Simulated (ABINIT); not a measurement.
Crystal: NbTe.

```
Te Nb
1.0
     3.70297    0.00000    0.00000
    -1.85149    3.20687    0.00000
     0.00000    0.00000    3.69421
Te Nb
1 1
Cartesian
  1.8515 1.0690 0.0000
  0.0000 0.0000 1.8471
```

The cell comes from a database or a generator and needn't be the stable form of this composition.

* Program: ABINIT 10.8.3 (patched build)
* Task: relaxation of cell and atoms
* Functional: PBE
* Dispersion: D3(BJ)
* Potentials or basis: JTH PAW PBE v2.0
* Cutoff: 435 eV
* k mesh: 8 × 8 × 7
* Occupations: fermi-dirac, width 0.05 eV
* Spin: no spin polarisation

At the start: pressure -4.6 GPa; volume 21.93 Å³/atom.

Where does the relaxation end?

Over 5 steps the energy falls by 13.6 meV/atom and the volume is 21.09 Å³/atom (-3.8 %); space group P-6m2 (No. 187, to 0.05 Å).

Step by step:
```tsv
step	energy change (eV)	largest force (eV/Å)	pressure (GPa)	volume (Å³)
1	0.0000	0.0000	-4.58	43.87
2	-0.0140	0.0000	-3.03	43.28
3	-0.0252	0.0000	0.25	42.17
4	-0.0256	0.0000	0.12	42.20
5	-0.0273	0.0000	-0.15	42.18
```

Final structure:
```cif
data_structure
_symmetry_space_group_name_H-M 'P 1'
_symmetry_Int_Tables_number 1
_cell_length_a 3.6325
_cell_length_b 3.6325
_cell_length_c 3.6912
_cell_angle_alpha 90.000
_cell_angle_beta 90.000
_cell_angle_gamma 120.000
_cell_volume 42.18
loop_
_atom_site_label
_atom_site_type_symbol
_atom_site_fract_x
_atom_site_fract_y
_atom_site_fract_z
_atom_site_occupancy
Te1 Te 0.66667 0.33333 0.00000 1
Nb1 Nb 0.00000 0.00000 0.50000 1
```

Caveat: the log and the count of SCF iterations are those of the last ABINIT call alone; pairwise dispersion overbinds metals, which lowers pressure and volume.
